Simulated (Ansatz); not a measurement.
**HOSeSi− (SMILES O=[Si-][SeH]): functionals against CCSD(T) at one geometry**

One table from this session's results is given with a row withheld; the runs are named, their logs left out.

Method: single points in def2-TZVPPD; program: Ansatz 0.2.0, Gaussian basis.

Correlated methods freeze the cores. Filled d shells of the heavier atoms are correlated.

## Starting geometry

SMILES `O=[Si-][SeH]`, 4 atoms, charge -1, spin multiplicity 1.

Atoms are counted from 1 here; the program's logs count them from 0.

Bond lengths: O1–Si2 1.420 Å, Se3–H4 1.493 Å.

Geometry (Å):

```xyz
4
HOSeSi
O    -1.2290    0.6718    1.1337
Si   -1.3115   -0.3648    0.1670
Se    0.9552   -0.7168   -1.2128
H     1.2285    0.4412   -0.3106
```

Set-up of the first run:

The input, run/in.yaml:

```yaml
crystal:
  periodic: [false, false, false]
  atoms:
    - {symbol: O, position_ang: [-1.229000, 0.671800, 1.133700]}
    - {symbol: Si, position_ang: [-1.311500, -0.364800, 0.167000]}
    - {symbol: Se, position_ang: [0.955200, -0.716800, -1.212800]}
    - {symbol: H, position_ang: [1.228500, 0.441200, -0.310600]}
basis:
  gaussian: {orbitals: "def2-TZVPPD.json"}
total_charge: -1
correlation: {method: ccsd_t}
output: {forces: true}
```

The basis file named in the input lies beside it (Basis Set Exchange, JSON).

The command line of these runs was not kept.

Among the steps run: CCSD(T)/def2-TZVPPD; PBE0-D4/def2-TZVPPD; wB97M-V/def2-TZVPPD; r2SCAN-D4/def2-TZVPPD; PBE-D4/def2-TZVPPD; HSE06-D4/def2-TZVPPD; r2SCAN0-D4/def2-TZVPPD.

One table of the session follows, with a row left open; its other results are not shown here.

| method | RMS force component (eV/Å) | angle to CCSD(T) forces (°) |
| --- | --- | --- |
| CCSD(T) | 3.844 | reference |
| PBE0-D4 | 3.580 | 0.4 |
| wB97M-V | 3.575 | 0.7 |
| r2SCAN-D4 | 3.710 | 0.2 |
| PBE-D4 | ? | ? |
| HSE06-D4 | 3.589 | 0.4 |
| r2SCAN0-D4 | 3.428 | 1.7 |

Q: Estimate the row for PBE-D4 from the others.

The run gave: RMS force component (eV/Å): 3.969; angle to CCSD(T) forces (°): 2.1. In the column «RMS force component (eV/Å)» it is the highest.
